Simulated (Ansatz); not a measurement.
This script drives Ansatz's Python interface.

The script, `bands.py`:
```python
# -*- coding: utf-8 -*-
"""Bands of Si along a path through the zone."""

import logging
import sys
import warnings

import ansatz
import numpy as np

logging.basicConfig(stream=sys.stdout, format="%(name)s: %(message)s")
logger = logging.getLogger("run")
logger.setLevel(logging.INFO)


def main():
    warnings.simplefilter("ignore", ansatz.DeckWarning)

    lattice = ansatz.Lattice.of(
        (-2.251, 2.3685, 1.275),
        (2.251, -2.3685, 1.275),
        (2.251, 2.3685, -1.275),
    )
    sites = [
        ("Si", (0.807, 0.057, 0.75)),
        ("Si", (0.193, 0.943, 0.25)),
    ]
    si = ansatz.Crystal(lattice=lattice)
    for symbol, position in sites:
        si = si.atom(symbol, position)

    # vertices of the path, as fractions of the reciprocal vectors
    path = [
        ("G", (0.0, 0.0, 0.0)),
        ("R", (0.0, 0.5, 0.0)),
        ("W", (0.25, 0.25, 0.25)),
        ("S", (0.5, 0.0, 0.0)),
        ("G", (0.0, 0.0, 0.0)),
        ("T", (0.0, 0.0, 0.5)),
        ("W", (0.25, 0.25, 0.25)),
    ]
    model = (
        si.calculation()
        .functional("mr2scan")
        .basis(450, density_ratio=8)
        .accuracy("high")
        .kpoints(length=22)
        .occupations("gaussian", width=0.02)
        .scf(tolerance=1e-05)
        .band_structure([point for _, point in path], intervals=6)
        .scf(extra_bands=10)
    )
    try:
        res = model.run(threads=1, backend="cpu")
    except ansatz.NonConvergedError as error:
        sys.exit(f"no convergence: {error}")
    except ansatz.RefusalError as error:
        sys.exit(f"input refused: {error}")
    report = res.report

    for key in ("converged", "n_iterations", "n_electrons", "n_kpoints", "n_pw", "n_symmetry_ops", "free_energy_ev", "fermi_energy_ev"):
        logger.info(f"{key:18s} {report[key]}")

    bands = res.band_structure()
    fermi = bands.fermi_energy_ev
    logger.info(f"zero of the bands: {fermi:.3f} eV, the Fermi level found on the SCF mesh")
    for spin, channel in enumerate(bands.channels):
        print("channel", spin, "- computed levels within 6 eV of the Fermi level")
        for i, (label, _) in enumerate(path):
            levels = channel.eigenvalues_ev[i * 6] - fermi
            print(f"  {label:3s}", " ".join(f"{e:7.3f}" for e in levels if abs(e) < 6))


if __name__ == "__main__":
    main()
```

It is started by `python bands.py`. Estimate its wall time and peak memory on 1 thread of Intel(R) Xeon(R) Processor @ 2.30GHz, with other jobs on the host.

It took about 18 s, with a peak of 0.86 GiB, for 1 run of the engine.

```console
$ python bands.py
run: converged          True
run: n_iterations       6
run: n_electrons        8.0
run: n_kpoints          352
run: n_pw               583
run: n_symmetry_ops     2
run: free_energy_ev     -1277.1342954446773
run: fermi_energy_ev    11.312187353970227
run: zero of the bands: 11.312 eV, the Fermi level found on the SCF mesh
channel 0 - computed levels within 6 eV of the Fermi level
  G    -3.244  -2.700  -1.590   1.313
  R    -3.072  -2.384  -1.357   1.266   5.561
  W     4.610   4.613
  S    -1.920  -1.451  -1.355   0.067   5.280   5.630
  G    -3.244  -2.700  -1.590   1.313
  T     0.081   0.086   3.231   3.234
  W     4.610   4.613
```

Reading the output:
- These settings explore the input space; cutoff and mesh may be short of convergence.
- The cutoff lies under the one recommended for these potentials.
- The mesh is modest for a metal, so energies can be off by several to tens of meV an atom and pressures by half a GPa or more; differences at equal mesh fare better.
- The zero of the levels is a convention of the potentials, so an absolute Fermi energy is no work function.
- The mesh has less symmetry than the crystal, which the program warned of.
- This isn't the structure that Si takes at ambient conditions.
- Gaps and levels are Kohn-Sham values on a finite set of k-points.
- The script silences the warnings on its input, which a real study should read.
